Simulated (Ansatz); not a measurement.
# C₄H₁₀Si: one species, many methods

An exercise on one series of results from a longer session: the logs are not shown, and one member is left open.

The runs use Ansatz 0.2.0, Gaussian basis; functionals in def2-TZVPP, the program's frozen cores in correlated methods.

The runs, in order: PBE-D4, r2SCAN-D4, PBE0-D4, B3LYP-D4, ωB97X-V, ωB97M-V, B2PLYP; CCSD(T)/def2-TZVPP; MP2/def2-QZVPP; extrapolation to the limit.

## Structure used throughout

An earlier PBE0-D4 in a triple-zeta def2 set relaxation fixed the geometry.

SMILES `CC/C=C/[SiH3]`, 15 atoms, charge 0, spin multiplicity 1.

Atoms are counted from 1 here; the program's logs count them from 0.

Bond lengths: C1–C2 1.525 Å, C1–H6 1.092 Å, C1–H7 1.093 Å, C1–H8 1.092 Å, C2–C3 1.492 Å, C2–H9 1.094 Å, C2–H10 1.097 Å, C3–C4 1.333 Å, C3–H11 1.092 Å, C4–Si5 1.854 Å, C4–H12 1.091 Å, Si5–H13 1.489 Å, Si5–H14 1.488 Å, Si5–H15 1.489 Å. Angles: C2–C1–H6 111.1°, C2–C1–H7 111.1°, C2–C1–H8 110.9°, H6–C1–H7 107.8°, H6–C1–H8 108.2°, H7–C1–H8 107.7°, C1–C2–C3 112.2°, C1–C2–H9 110.4°, C1–C2–H10 108.9°, C3–C2–H9 109.6°, C3–C2–H10 108.8°, H9–C2–H10 106.8°, C2–C3–C4 125.9°, C2–C3–H11 115.1°, C4–C3–H11 119.0°, C3–C4–Si5 123.1°, C3–C4–H12 117.7°, Si5–C4–H12 119.2° and more.

Set-up of the first run:

in.yaml

```yaml
crystal:
  periodic: [false, false, false]
  atoms:
    - {symbol: C, position_ang: [-1.768027, -1.516012, -0.656494]}
    - {symbol: C, position_ang: [-0.286280, -1.223426, -0.867375]}
    - {symbol: C, position_ang: [0.249726, -0.268165, 0.145735]}
    - {symbol: C, position_ang: [0.801309, 0.917396, -0.113606]}
    - {symbol: Si, position_ang: [1.426547, 2.053883, 1.210590]}
    - {symbol: H, position_ang: [-2.131280, -2.245385, -1.383566]}
    - {symbol: H, position_ang: [-1.950966, -1.920499, 0.342438]}
    - {symbol: H, position_ang: [-2.363397, -0.606171, -0.760361]}
    - {symbol: H, position_ang: [-0.116007, -0.826531, -1.872340]}
    - {symbol: H, position_ang: [0.274853, -2.163703, -0.798187]}
    - {symbol: H, position_ang: [0.153799, -0.591207, 1.183927]}
    - {symbol: H, position_ang: [0.882678, 1.221654, -1.157718]}
    - {symbol: H, position_ang: [2.880836, 2.329562, 1.046283]}
    - {symbol: H, position_ang: [1.200341, 1.421438, 2.538079]}
    - {symbol: H, position_ang: [0.724169, 3.366564, 1.171793]}
basis:
  gaussian: {orbitals: def2-TZVPP}
hamiltonian: {xc: pbe, dispersion: d4}
output: {forces: true, orbitals: {seedname: orbitals}}
```

Started as:

```bash
> ansatz run in.yaml --threads 4 --pin off --events-out ev --progress --plain --max-ram 10444MiB
```

Steps of the session up to this table: PBE-D4 (GGA); r2SCAN-D4 (meta-GGA); PBE0-D4 (hybrid); B3LYP-D4 (hybrid); ωB97X-V (range-separated); ωB97M-V (range-separated); B2PLYP (double hybrid); CCSD(T) in def2-TZVPP; MP2 in def2-QZVPP.

One of the session's tables, all rows but one given; the rest of the session is left out.

It belongs to the step «Atomisation energies». 

```
            method  atomisation energy (kcal/mol)
            PBE-D4                         1383.2
         r2SCAN-D4                         1367.8
           PBE0-D4                         1370.3
          B3LYP-D4                         1368.0
           ωB97X-V                         1368.3
           ωB97M-V                         1368.6
            B2PLYP                         1353.3
     HF/def2-TZVPP                         1041.1
    MP2/def2-TZVPP                         1344.7
   CCSD/def2-TZVPP                         1320.8
CCSD(T)/def2-TZVPP                              ?
           MP2/CBS                         1373.7
       CCSD(T)/CBS                         1365.4
```

Estimate the missing values for CCSD(T)/def2-TZVPP.

As computed: atomisation energy (kcal/mol): 1336.4. In the column «atomisation energy (kcal/mol)» it lies between CCSD/def2-TZVPP (1320.8) and MP2/def2-TZVPP (1344.7).

Caveats from the session: Free atoms (4 C, 1 Si, 10 H) were run apart at each level; the atomisation energy is their sum less the molecule, without zero-point or spin-orbit terms.
